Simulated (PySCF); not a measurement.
# C2H6BeSe: NMR shieldings, spin-spin couplings, relativistic core levels

Wanted: NMR shieldings, spin-spin couplings, relativistic core levels for C2H6BeSe (`[CH3][Be][Se]C`).

Programs: PySCF 2.14.0, with routines of our own; each step states its level. All values are computed. Atoms count from 0.

### Step 1. The system as given

10 atoms, charge 0, multiplicity 1; geometry from: GFN2-xTB.

### Step 2. NMR shieldings: PBE0/pcJ-1 Se:dyall-v2z, spin–orbit

Job settings and geometry (Å):

```
{"job": {"kind": "hnmr", "xc": "PBE0", "basis": {"default": "pcJ-1", "Se": "dyall-v2z"}, "rel": "so"}, "charge": 0, "multiplicity": 1}
Be     0.205910    -0.752990     0.449380
C      0.354070    -0.917290     2.157370
H     -0.585310    -0.867190     2.706450
H      0.984060    -0.160300     2.623100
H      0.797590    -1.864840     2.462600
Se     0.138890    -0.719260    -1.562510
C     -0.404140     1.087850    -2.126680
H     -1.435170     1.255200    -1.831630
H     -0.310160     1.118950    -3.208680
H      0.254250     1.819860    -1.669400
```

Level: PBE0/pcJ-1 Se:dyall-v2z GIAO NMR shielding, X2C with spin-orbit coupling, screened-nuclear two-electron part, Gaussian nuclei, gas phase.

Started as:

```sh
> OMP_NUM_THREADS=1 python heavy_run.py task.json out
```

One launch serves the whole session: the jobs run in the order shown.

Output:

```text
spin-free SCF
coarse grid: 37608 points
cycle   1  E = -2524.1004208989  dE =  2.472e-02  |g| = 4.320e-01  |ddm| = 2.487e+00
cycle   2  E = -2524.0969195842  dE =  3.501e-03  |g| = 4.137e-01  |ddm| = 6.555e-01
cycle   3  E = -2524.1420294739  dE = -4.511e-02  |g| = 5.924e-02  |ddm| = 3.397e-01
cycle   4  E = -2524.1426834713  dE = -6.540e-04  |g| = 1.484e-02  |ddm| = 5.664e-02
cycle   5  E = -2524.1427338564  dE = -5.039e-05  |g| = 8.016e-03  |ddm| = 2.370e-02
cycle   6  E = -2524.1427449624  dE = -1.111e-05  |g| = 6.484e-04  |ddm| = 5.933e-03
cycle   7  E = -2524.1427450351  dE = -7.276e-08  |g| = 2.947e-04  |ddm| = 9.145e-04
final grid: 78752 points
cycle   8  E = -2524.1428805281  dE = -5.791e-08  |g| = 6.792e-04  |ddm| = 7.671e-04
cycle   9  E = -2524.1428804965  dE =  3.160e-08  |g| = 5.211e-04  |ddm| = 8.558e-04
cycle  10  E = -2524.1428805600  dE = -6.346e-08  |g| = 2.073e-04  |ddm| = 6.390e-04
cycle  11  E = -2524.1428805707  dE = -1.068e-08  |g| = 3.544e-05  |ddm| = 1.642e-04
cycle  12  E = -2524.1428805710  dE = -3.606e-10  |g| = 7.343e-06  |ddm| = 3.638e-05
converged SCF energy = -2524.1428805710
two-component SCF
cycle   1  E = -2524.0875349993  dE = -2.524e+03  |FDS-SDF| = 1.945e+01
cycle   2  E = -2524.2071045651  dE = -1.196e-01  |FDS-SDF| = 8.750e-02
cycle   3  E = -2524.2072033215  dE = -9.876e-05  |FDS-SDF| = 3.389e-03
cycle   4  E = -2524.2072083841  dE = -5.063e-06  |FDS-SDF| = 1.727e-03
cycle   5  E = -2524.2072089916  dE = -6.075e-07  |FDS-SDF| = 7.540e-04
cycle   6  E = -2524.2072092824  dE = -2.907e-07  |FDS-SDF| = 1.254e-04
cycle   7  E = -2524.2072093026  dE = -2.029e-08  |FDS-SDF| = 6.104e-05
converged, E = -2524.2072093026

Field gradients (au) and densities at the nuclei (bohr^-3)
atom        Vxx        Vyy        Vzz        centre      nuclear mean
  0 Be     0.0920     0.1435    -0.2355         34.951         34.951
  1 C      0.0696     0.0775    -0.1470        125.714        125.712
  2 H     -0.1538    -0.1639     0.3177          0.470          0.470
  3 H     -0.1540    -0.1635     0.3175          0.470          0.470
  4 H     -0.1540    -0.1628     0.3169          0.469          0.469
  5 Se    -1.1541    -3.6650     4.8191      36602.666      36554.419
  6 C     -0.1478    -0.1565     0.3043        125.772        125.770
  7 H     -0.1509    -0.1573     0.3082          0.479          0.479
  8 H     -0.1469    -0.1585     0.3054          0.476          0.476
  9 H     -0.1505    -0.1578     0.3083          0.479          0.479
without picture change
  5 Se                           4.9710                     58350.563

Core orbital energies (eV)
atom   shell        mean    spread
  5 Se 1s       -12550.271   0.000
  5 Se 2s        -1626.584   0.000
  5 Se 3s         -221.173   0.000
  5 Se 4s          -19.589   0.000
  5 Se 2p1/2     -1457.328   0.000
  5 Se 2p3/2     -1415.706   0.046
  5 Se 3p1/2      -162.901   0.000
  5 Se 3p3/2      -156.936   0.167
  5 Se 3d3/2       -56.514   0.196
  5 Se 3d5/2       -55.616   0.261

Shielding tensors (ppm)
atom      isotropic    diamagn.    paramagn.     s11        s22        s33       span
  0 Be       77.99      147.73      -69.74      39.58      40.17     154.22     114.64
  1 C       198.70      248.26      -49.56     193.36     195.27     207.47      14.11
  2 H        32.26       29.53        2.72      28.10      29.26      39.40      11.30
  3 H        32.26       29.71        2.55      28.14      29.39      39.27      11.13
  4 H        32.28       28.89        3.40      28.22      29.00      39.63      11.41
  5 Se     2326.17     2876.20     -550.03    2119.23    2241.70    2617.58     498.35
  6 C       192.91      248.85      -55.93     181.63     195.94     201.18      19.54
  7 H        29.42       29.72       -0.31      22.27      27.47      38.51      16.23
  8 H        30.34       29.14        1.20      24.01      27.54      39.49      15.48
  9 H        29.41       29.94       -0.54      22.19      27.61      38.42      16.23
```

Run time: 80 s. Hardware: 1 thread of Arm Neoverse V1, shared host; peak memory 1.4 GiB.

From this job:

```
                       quantity       value
energy from spin-orbit coupling  -0.0643 Eh
```

### Step 3. Spin-spin couplings: PBE0/pcJ-1 Se:dyall-v2z, spin–orbit

The job, as its differences from that of step 2:

```diff
@@ -1,2 +1,2 @@
-{"job": {"kind": "hnmr", "xc": "PBE0", "basis": {"default": "pcJ-1", "Se": "dyall-v2z"}, "rel": "so"}, "charge": 0, "multiplicity": 1}
+{"job": {"kind": "hj", "xc": "PBE0", "basis": {"default": "pcJ-1", "Se": "dyall-v2z"}, "rel": "so", "atoms": [5]}, "charge": 0, "multiplicity": 1}
 Be     0.205910    -0.752990     0.449380
```

Level: PBE0/pcJ-1 Se:dyall-v2z indirect spin-spin coupling, X2C with spin-orbit coupling, screened-nuclear two-electron part, Gaussian nuclei, gas phase.

Output:

```text
spin-free SCF
coarse grid: 37608 points
cycle   1  E = -2524.1004208989  dE =  2.472e-02  |g| = 4.320e-01  |ddm| = 2.487e+00
cycle   2  E = -2524.0969195842  dE =  3.501e-03  |g| = 4.137e-01  |ddm| = 6.555e-01
cycle   3  E = -2524.1420294739  dE = -4.511e-02  |g| = 5.924e-02  |ddm| = 3.397e-01
cycle   4  E = -2524.1426834713  dE = -6.540e-04  |g| = 1.484e-02  |ddm| = 5.664e-02
cycle   5  E = -2524.1427338564  dE = -5.039e-05  |g| = 8.016e-03  |ddm| = 2.370e-02
cycle   6  E = -2524.1427449624  dE = -1.111e-05  |g| = 6.484e-04  |ddm| = 5.933e-03
cycle   7  E = -2524.1427450351  dE = -7.276e-08  |g| = 2.947e-04  |ddm| = 9.145e-04
final grid: 78752 points
cycle   8  E = -2524.1428805281  dE = -5.791e-08  |g| = 6.792e-04  |ddm| = 7.671e-04
cycle   9  E = -2524.1428804965  dE =  3.160e-08  |g| = 5.211e-04  |ddm| = 8.558e-04
cycle  10  E = -2524.1428805600  dE = -6.346e-08  |g| = 2.073e-04  |ddm| = 6.390e-04
cycle  11  E = -2524.1428805707  dE = -1.068e-08  |g| = 3.544e-05  |ddm| = 1.642e-04
cycle  12  E = -2524.1428805710  dE = -3.606e-10  |g| = 7.343e-06  |ddm| = 3.638e-05
converged SCF energy = -2524.1428805710
two-component SCF
cycle   1  E = -2524.0875349993  dE = -2.524e+03  |FDS-SDF| = 1.945e+01
cycle   2  E = -2524.2071045651  dE = -1.196e-01  |FDS-SDF| = 8.750e-02
cycle   3  E = -2524.2072033215  dE = -9.876e-05  |FDS-SDF| = 3.389e-03
cycle   4  E = -2524.2072083841  dE = -5.063e-06  |FDS-SDF| = 1.727e-03
cycle   5  E = -2524.2072089916  dE = -6.075e-07  |FDS-SDF| = 7.540e-04
cycle   6  E = -2524.2072092824  dE = -2.907e-07  |FDS-SDF| = 1.254e-04
cycle   7  E = -2524.2072093026  dE = -2.029e-08  |FDS-SDF| = 6.104e-05
converged, E = -2524.2072093026

Indirect spin-spin couplings
  i        j     bonds      J/Hz   K/1e19 T2/J   anisotropy/Hz
  5  77Se   0   9Be   1        8.58      -26.53       -65.9
  5  77Se   1  13C    2       -0.11       -0.19        25.5
  5  77Se   2   1H    3        2.82        1.23         4.0
  5  77Se   3   1H    3        3.30        1.43         2.8
  5  77Se   4   1H    3       -0.85       -0.37         1.7
  5  77Se   6  13C    1      -77.83     -134.48        79.5
  5  77Se   7   1H    2        5.32        2.31       -18.6
  5  77Se   8   1H    2       40.10       17.43       -21.7
  5  77Se   9   1H    2        3.80        1.65       -18.3
```

Run time: 65 s. Hardware: 1 thread of Arm Neoverse V1, shared host; peak memory 0.86 GiB.

Key values:

```
                       quantity       value
energy from spin-orbit coupling  -0.0643 Eh
```

### Step 4. Relativistic core levels: PBE0/pcJ-1 Se:dyall-v2z, spin–orbit

The job, as its differences from that of step 3:

```diff
@@ -1,2 +1,2 @@
-{"job": {"kind": "hj", "xc": "PBE0", "basis": {"default": "pcJ-1", "Se": "dyall-v2z"}, "rel": "so", "atoms": [5]}, "charge": 0, "multiplicity": 1}
+{"job": {"kind": "hxps", "xc": "PBE0", "basis": {"default": "pcJ-1", "Se": "dyall-v2z"}, "rel": "so", "holes": [[5, "3d"]]}, "charge": 0, "multiplicity": 1}
 Be     0.205910    -0.752990     0.449380
```

Method: PBE0/pcJ-1 Se:dyall-v2z core ionisation, delta-SCF with one localised hole, X2C with spin-orbit coupling, screened-nuclear two-electron part, Gaussian nuclei, gas phase.

Output:

```text
spin-free SCF
coarse grid: 37608 points
cycle   1  E = -2524.1004208989  dE =  2.472e-02  |g| = 4.320e-01  |ddm| = 2.487e+00
cycle   2  E = -2524.0969195842  dE =  3.501e-03  |g| = 4.137e-01  |ddm| = 6.555e-01
cycle   3  E = -2524.1420294739  dE = -4.511e-02  |g| = 5.924e-02  |ddm| = 3.397e-01
cycle   4  E = -2524.1426834713  dE = -6.540e-04  |g| = 1.484e-02  |ddm| = 5.664e-02
cycle   5  E = -2524.1427338564  dE = -5.039e-05  |g| = 8.016e-03  |ddm| = 2.370e-02
cycle   6  E = -2524.1427449624  dE = -1.111e-05  |g| = 6.484e-04  |ddm| = 5.933e-03
cycle   7  E = -2524.1427450351  dE = -7.276e-08  |g| = 2.947e-04  |ddm| = 9.145e-04
final grid: 78752 points
cycle   8  E = -2524.1428805281  dE = -5.791e-08  |g| = 6.792e-04  |ddm| = 7.671e-04
cycle   9  E = -2524.1428804965  dE =  3.160e-08  |g| = 5.211e-04  |ddm| = 8.558e-04
cycle  10  E = -2524.1428805600  dE = -6.346e-08  |g| = 2.073e-04  |ddm| = 6.390e-04
cycle  11  E = -2524.1428805707  dE = -1.068e-08  |g| = 3.544e-05  |ddm| = 1.642e-04
cycle  12  E = -2524.1428805710  dE = -3.606e-10  |g| = 7.343e-06  |ddm| = 3.638e-05
converged SCF energy = -2524.1428805710
two-component SCF
cycle   1  E = -2524.0875349993  dE = -2.524e+03  |FDS-SDF| = 1.945e+01
cycle   2  E = -2524.2071045651  dE = -1.196e-01  |FDS-SDF| = 8.750e-02
cycle   3  E = -2524.2072033215  dE = -9.876e-05  |FDS-SDF| = 3.389e-03
cycle   4  E = -2524.2072083841  dE = -5.063e-06  |FDS-SDF| = 1.727e-03
cycle   5  E = -2524.2072089916  dE = -6.075e-07  |FDS-SDF| = 7.540e-04
cycle   6  E = -2524.2072092824  dE = -2.907e-07  |FDS-SDF| = 1.254e-04
cycle   7  E = -2524.2072093026  dE = -2.029e-08  |FDS-SDF| = 6.104e-05
converged, E = -2524.2072093026

Field gradients (au) and densities at the nuclei (bohr^-3)
atom        Vxx        Vyy        Vzz        centre      nuclear mean
  0 Be     0.0920     0.1435    -0.2355         34.951         34.951
  1 C      0.0696     0.0775    -0.1470        125.714        125.712
  2 H     -0.1538    -0.1639     0.3177          0.470          0.470
  3 H     -0.1540    -0.1635     0.3175          0.470          0.470
  4 H     -0.1540    -0.1628     0.3169          0.469          0.469
  5 Se    -1.1541    -3.6650     4.8191      36602.666      36554.419
  6 C     -0.1478    -0.1565     0.3043        125.772        125.770
  7 H     -0.1509    -0.1573     0.3082          0.479          0.479
  8 H     -0.1469    -0.1585     0.3054          0.476          0.476
  9 H     -0.1505    -0.1578     0.3083          0.479          0.479
without picture change
  5 Se                           4.9710                     58350.563

Core orbital energies (eV)
atom   shell        mean    spread
  5 Se 1s       -12550.271   0.000
  5 Se 2s        -1626.584   0.000
  5 Se 3s         -221.173   0.000
  5 Se 4s          -19.589   0.000
  5 Se 2p1/2     -1457.328   0.000
  5 Se 2p3/2     -1415.706   0.046
  5 Se 3p1/2      -162.901   0.000
  5 Se 3p3/2      -156.936   0.167
  5 Se 3d3/2       -56.514   0.196
  5 Se 3d5/2       -55.616   0.261

hole in 3d5/2 of atom 5
cycle   1  E = -2521.6278832382  dE = -2.522e+03  |FDS-SDF| = 2.080e+00
cycle   2  E = -2521.7036386544  dE = -7.576e-02  |FDS-SDF| = 2.226e+00
cycle   3  E = -2521.9775041240  dE = -2.739e-01  |FDS-SDF| = 1.318e-01
cycle   4  E = -2521.9796389681  dE = -2.135e-03  |FDS-SDF| = 4.160e-02
cycle   5  E = -2521.9800332186  dE = -3.943e-04  |FDS-SDF| = 1.114e-02
cycle   6  E = -2521.9800652338  dE = -3.202e-05  |FDS-SDF| = 1.593e-03
cycle   7  E = -2521.9800660905  dE = -8.567e-07  |FDS-SDF| = 3.571e-04
cycle   8  E = -2521.9800661757  dE = -8.519e-08  |FDS-SDF| = 2.191e-04
converged, E = -2521.9800661757

Core binding energies (eV)
atom   line    delta-SCF   -orbital   splitting
  5 Se 3d5/2      60.637      55.62     0.898
```

Run time: 47 s. Hardware: 1 thread of Arm Neoverse V1, shared host; peak memory 1 GiB.

From this job:

```
                       quantity       value
energy from spin-orbit coupling  -0.0643 Eh
```

### Step 5. NMR shieldings: PBE0/pcJ-1 Se:dyall-v2z, non-relativistic

The job, as its differences from that of step 4:

```diff
@@ -1,2 +1,2 @@
-{"job": {"kind": "hxps", "xc": "PBE0", "basis": {"default": "pcJ-1", "Se": "dyall-v2z"}, "rel": "so", "holes": [[5, "3d"]]}, "charge": 0, "multiplicity": 1}
+{"job": {"kind": "hnmr", "xc": "PBE0", "basis": {"default": "pcJ-1", "Se": "dyall-v2z"}, "rel": "nr"}, "charge": 0, "multiplicity": 1}
 Be     0.205910    -0.752990     0.449380
```

Level: PBE0/pcJ-1 Se:dyall-v2z GIAO NMR shielding, non-relativistic, Gaussian nuclei, gas phase.

Output:

```text
non-relativistic SCF
coarse grid: 37608 points
cycle   1  E = -2495.6921065753  dE = -1.806e+01  |g| = 2.051e+00  |ddm| = 2.542e+00
cycle   2  E = -2495.6910984280  dE =  1.008e-03  |g| = 9.119e-01  |ddm| = 6.052e-01
cycle   3  E = -2495.7321245336  dE = -4.103e-02  |g| = 4.487e-01  |ddm| = 4.950e-01
cycle   4  E = -2495.7539408895  dE = -2.182e-02  |g| = 5.413e-02  |ddm| = 2.397e-01
cycle   5  E = -2495.7546796731  dE = -7.388e-04  |g| = 1.294e-02  |ddm| = 6.358e-02
cycle   6  E = -2495.7547233099  dE = -4.364e-05  |g| = 3.946e-03  |ddm| = 1.244e-02
cycle   7  E = -2495.7547272381  dE = -3.928e-06  |g| = 5.308e-04  |ddm| = 3.225e-03
final grid: 78752 points
cycle   8  E = -2495.7547300171  dE =  1.878e-08  |g| = 6.155e-04  |ddm| = 1.353e-03
cycle   9  E = -2495.7547299503  dE =  6.687e-08  |g| = 7.762e-04  |ddm| = 1.484e-03
cycle  10  E = -2495.7547301369  dE = -1.866e-07  |g| = 8.038e-05  |ddm| = 7.964e-04
cycle  11  E = -2495.7547301381  dE = -1.293e-09  |g| = 9.022e-06  |ddm| = 5.964e-05
converged SCF energy = -2495.7547301381
check of the scalar solution
cycle   1  E = -2495.7547301381  dE = -2.496e+03  |FDS-SDF| = 9.022e-06
cycle   2  E = -2495.7547301381  dE =  2.274e-12  |FDS-SDF| = 1.163e-05
converged, E = -2495.7547301381

Field gradients (au) and densities at the nuclei (bohr^-3)
atom        Vxx        Vyy        Vzz        centre      nuclear mean
  0 Be     0.0924     0.1434    -0.2358         34.884         34.884
  1 C      0.0698     0.0775    -0.1473        125.141        125.139
  2 H     -0.1539    -0.1639     0.3178          0.470          0.470
  3 H     -0.1541    -0.1636     0.3177          0.470          0.470
  4 H     -0.1541    -0.1629     0.3170          0.469          0.469
  5 Se    -1.1375    -3.4314     4.5689      26785.875      26765.500
  6 C     -0.1479    -0.1561     0.3040        125.197        125.195
  7 H     -0.1508    -0.1575     0.3083          0.479          0.479
  8 H     -0.1469    -0.1585     0.3054          0.476          0.476
  9 H     -0.1504    -0.1579     0.3083          0.479          0.479

Core orbital energies (eV)
atom   shell        mean    spread
  5 Se 1s       -12359.004   0.000
  5 Se 2s        -1582.428   0.000
  5 Se 3s         -213.886   0.000
  5 Se 4s          -19.167   0.000
  5 Se 2p        -1419.369   0.077
  5 Se 3p         -157.355   0.283
  5 Se 3d          -57.359   0.278

Shielding tensors (ppm)
atom      isotropic    diamagn.    paramagn.     s11        s22        s33       span
  0 Be       75.79      147.98      -72.19      35.35      37.35     154.68     119.33
  1 C       198.92      249.11      -50.19     192.52     197.84     206.41      13.89
  2 H        32.17       29.54        2.63      27.90      29.20      39.41      11.50
  3 H        32.20       29.72        2.48      27.99      29.33      39.27      11.28
  4 H        32.29       28.89        3.40      28.17      29.00      39.71      11.54
  5 Se     2062.18     3000.88     -938.69    1870.01    1947.74    2368.80     498.79
  6 C       182.69      249.91      -67.22     172.06     181.05     194.97      22.91
  7 H        29.59       29.69       -0.10      22.47      27.62      38.68      16.21
  8 H        30.36       29.11        1.25      23.88      27.52      39.68      15.80
  9 H        29.58       29.92       -0.33      22.38      27.78      38.58      16.20
```

It took 25 s on 1 thread of Arm Neoverse V1, shared host; peak memory 1 GiB.

### Step 6. Spin-spin couplings: PBE0/pcJ-1 Se:dyall-v2z, non-relativistic

The job, as its differences from that of step 5:

```diff
@@ -1,2 +1,2 @@
-{"job": {"kind": "hnmr", "xc": "PBE0", "basis": {"default": "pcJ-1", "Se": "dyall-v2z"}, "rel": "nr"}, "charge": 0, "multiplicity": 1}
+{"job": {"kind": "hj", "xc": "PBE0", "basis": {"default": "pcJ-1", "Se": "dyall-v2z"}, "rel": "nr", "atoms": [5]}, "charge": 0, "multiplicity": 1}
 Be     0.205910    -0.752990     0.449380
```

Level: PBE0/pcJ-1 Se:dyall-v2z indirect spin-spin coupling, non-relativistic, Gaussian nuclei, gas phase.

Output:

```text
non-relativistic SCF
coarse grid: 37608 points
cycle   1  E = -2495.6921065753  dE = -1.806e+01  |g| = 2.051e+00  |ddm| = 2.542e+00
cycle   2  E = -2495.6910984280  dE =  1.008e-03  |g| = 9.119e-01  |ddm| = 6.052e-01
cycle   3  E = -2495.7321245336  dE = -4.103e-02  |g| = 4.487e-01  |ddm| = 4.950e-01
cycle   4  E = -2495.7539408895  dE = -2.182e-02  |g| = 5.413e-02  |ddm| = 2.397e-01
cycle   5  E = -2495.7546796731  dE = -7.388e-04  |g| = 1.294e-02  |ddm| = 6.358e-02
cycle   6  E = -2495.7547233099  dE = -4.364e-05  |g| = 3.946e-03  |ddm| = 1.244e-02
cycle   7  E = -2495.7547272381  dE = -3.928e-06  |g| = 5.308e-04  |ddm| = 3.225e-03
final grid: 78752 points
cycle   8  E = -2495.7547300171  dE =  1.878e-08  |g| = 6.155e-04  |ddm| = 1.353e-03
cycle   9  E = -2495.7547299503  dE =  6.687e-08  |g| = 7.762e-04  |ddm| = 1.484e-03
cycle  10  E = -2495.7547301369  dE = -1.866e-07  |g| = 8.038e-05  |ddm| = 7.964e-04
cycle  11  E = -2495.7547301381  dE = -1.293e-09  |g| = 9.022e-06  |ddm| = 5.964e-05
converged SCF energy = -2495.7547301381
two-component SCF
cycle   1  E = -2495.7547301381  dE = -2.496e+03  |FDS-SDF| = 9.022e-06
cycle   2  E = -2495.7547301381  dE =  2.046e-11  |FDS-SDF| = 1.163e-05
converged, E = -2495.7547301381

Indirect spin-spin couplings
  i        j     bonds      J/Hz   K/1e19 T2/J   anisotropy/Hz
  5  77Se   0   9Be   1        0.66       -2.03       -58.7
  5  77Se   1  13C    2        1.18        2.04        23.8
  5  77Se   2   1H    3        2.72        1.18         3.5
  5  77Se   3   1H    3        3.07        1.33         2.5
  5  77Se   4   1H    3       -0.88       -0.38         1.6
  5  77Se   6  13C    1      -66.13     -114.27        88.0
  5  77Se   7   1H    2        4.55        1.98       -17.4
  5  77Se   8   1H    2       34.52       15.00       -21.7
  5  77Se   9   1H    2        3.13        1.36       -17.0
```

Run time: 48 s. Hardware: 1 thread of Arm Neoverse V1, shared host; peak memory 0.81 GiB.

(Part 1 of 2 ends here.)
